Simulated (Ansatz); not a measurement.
The system is Ta4O.

```
Ta O
1.0
     3.25750    0.00000    0.00000
     0.00000    3.25750    0.00000
     0.00000    0.00000    7.40934
Ta O
4 1
Direct
  0.00000 0.00000 0.00000
  0.50000 0.50000 0.21684
  0.50000 0.50000 0.78316
  0.00000 0.00000 0.50000
  0.50000 0.50000 0.50000
```

The cell comes from a database or a generator and needn't be the stable form of this composition.

Base run:

```yaml
Program: Ansatz 0.2.0
Functional: PBEsol
Potentials_or_basis: Ansatz PAW
Cutoff: "420 eV (not typed: the program's choice for these potentials)"
k_mesh: 8 × 8 × 4
Occupations: fermi-dirac, width 0.05 eV
Spin: no spin polarisation
Hubbard_terms: Ta d U = 2 eV
```

Its results: band gap on the k mesh none (metal or under the smearing width); pressure -6.4 GPa; largest force 0.256 eV/Å.

Q: The run is repeated on the same cell with these changes: hubbard terms from Ta d U = 2 eV to Ta d U = 6 eV. What comes out?

A: Band gap on the k mesh none (metal or under the smearing width); pressure -0.4 GPa; largest force 0.921 eV/Å.

Caveats: spin-orbit coupling is left out, which moves the levels of the heavy elements; U without spin polarisation on a metal has little footing; the PAW data sets come from PBE, with cores solved anew for the run's functional, which leaves a small shift of forces and pressure.
